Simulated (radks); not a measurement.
# Ne⁺ in [He] 2s2 2p4.5 3p0.5: an all-electron calculation

An exercise on one series of results from a longer session: the logs are not shown, and one member is left open.

The numbers are computed with radks (a radial shooting solver on a logarithmic mesh, Libxc functionals) version 1 (non-relativistic Kohn-Sham, BLYP, spin-unpolarised, spherical densities, point nucleus), except any that are marked as measured or tabulated.

### What is computed

- element: neon (Z = 10)
- charge: +1
- electrons: 9
- configuration: [He] 2s2 2p4.5 3p0.5

The first run:

The run's settings:

```text
Z 10
configuration [He] 2s2 2p4.5 3p0.5 3s0 3d0 4p0 4f0
relativity non-relativistic
functional b88,lyp
spin unpolarised
nucleus point
```

Command:

```bash
> python run_ks.py task.json out
```

The same process makes all the runs of this session.

One table of the session follows, with a row left open; its other results are not shown here.

It belongs to the step «Shells». From the orbitals of this run (lengths in bohr):

| level | <r> | outermost maximum (interpolated) | 90 % within | nodes |
| --- | --- | --- | --- | --- |
| 1s | ? | ? | ? | ? |
| 2s | 0.8498 | 0.667 | 1.35 | 1 |
| 2p | 0.8483 | 0.591 | 1.45 | 0 |
| 3s | 3.255 | 2.73 | 4.92 | 2 |
| 3p | 4.034 | 3.40 | 6.16 | 1 |
| 3d | 6.038 | 5.10 | 9.28 | 0 |

Estimate the missing values for 1s.

**Answer.** <r>: 0.1582; outermost maximum (interpolated): 0.103; 90 % within: 0.283; nodes: 0. In the column «<r>» it is the lowest.
